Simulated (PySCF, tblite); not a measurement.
**C₃H₉AlN₂: geometry, infrared bands and NMR shifts**

Wanted: the infrared bands and NMR shifts of C₃H₉AlN₂ (`CC#[N+][AlH2-][NH]C`), by calculation.

Computed with tblite 0.8.0 and PySCF 2.14.0, with density-fitted response routines of our own, on a single molecule in the gas phase. Atoms are numbered from 0 throughout.

### Step 1. The starting structure

15 atoms, charge 0, multiplicity 1; geometry from: force field or distance geometry start.

Bonds of the start (Å): C0–C1 1.47, C1–N2 1.15, N2–Al3 1.87, Al3–N4 1.92, N4–C5 1.47, C0–H6 1.10, C0–H7 1.12, C0–H8 1.11, Al3–H9 1.59, Al3–H10 1.61, N4–H11 1.04, C5–H12 1.10, C5–H13 1.10, C5–H14 1.12.

### Step 2. Relaxing the molecule with GFN2-xTB

What the job is given:

```
{"job": {"kind": "relax", "xc": "GFN2-xTB", "basis": "xTB"}, "charge": 0, "multiplicity": 1}
C      3.079900     0.890500     0.244600
C      1.846800     0.093200     0.170300
N      0.895800    -0.550800     0.131600
Al    -0.675500    -1.560000     0.036100
N     -2.171200    -0.498400     0.615400
C     -2.391100     0.609300    -0.322000
H      3.581800     0.717000     1.210600
H      2.816300     1.972700     0.162600
H      3.752400     0.605100    -0.585500
H     -0.911500    -2.062100    -1.451700
H     -0.537600    -2.834500     1.006600
H     -1.920100    -0.091600     1.538300
H     -2.633700     0.224400    -1.322600
H     -3.243100     1.216700     0.027300
H     -1.493500     1.276600    -0.368200
```

Command:

```sh
$ OMP_NUM_THREADS=1 python probes_run.py task.json out
```

One launch serves the whole session: the jobs run in the order shown.

**Question.** This job is followed by: GFN2-xTB harmonic vibrations, gas phase; GIAO PBE0/pcSseg-1 NMR shielding, non-relativistic, gas phase. Predict these results of the whole session: strongest single infrared mode (GFN2-xTB); zero-point energy (GFN2-xTB); ¹³C shifts against TMS (PBE0/pcSseg-1); ¹H shifts against TMS (PBE0/pcSseg-1, means over atoms taken as alike); ¹⁵N shifts against NH3 (PBE0/pcSseg-1); ²⁷Al shifts against AlH4- (PBE0/pcSseg-1).

The runs gave:

| quantity | value |
| --- | --- |
| strongest single infrared mode (GFN2-xTB) | 1678 cm⁻¹, 404 km/mol |
| zero-point energy (GFN2-xTB) | 68.8 kcal/mol |
| ¹³C shifts against TMS (PBE0/pcSseg-1) | 130.0, 35.0, 1.0 ppm |
| ¹H shifts against TMS (PBE0/pcSseg-1, means over atoms taken as alike) | 3.87, 2.97, 2.38, -0.34 ppm |
| ¹⁵N shifts against NH3 (PBE0/pcSseg-1) | 248.0, 22.6 ppm |
| ²⁷Al shifts against AlH4- (PBE0/pcSseg-1) | 48.3 ppm |

What this shows: The optimisation took 142 steps and gained 0.857 eV; among the close pairs (by a distance rule), N2–Al3 changed most, from 1.870 to 1.997 Å. The lowest mode is slightly imaginary (13i cm⁻¹), a soft motion within the noise of the Hessian, so the minimum is not strictly shown. The strongest single mode, at 1678 cm⁻¹, moves mainly H10. Unscaled tight-binding wavenumbers are off by several per cent, some by more. Its intensities can rank the bands wrongly. At PBE0/pcSseg-1: The largest span, 462 ppm, is at N2, where the paramagnetic term is -318 ppm.
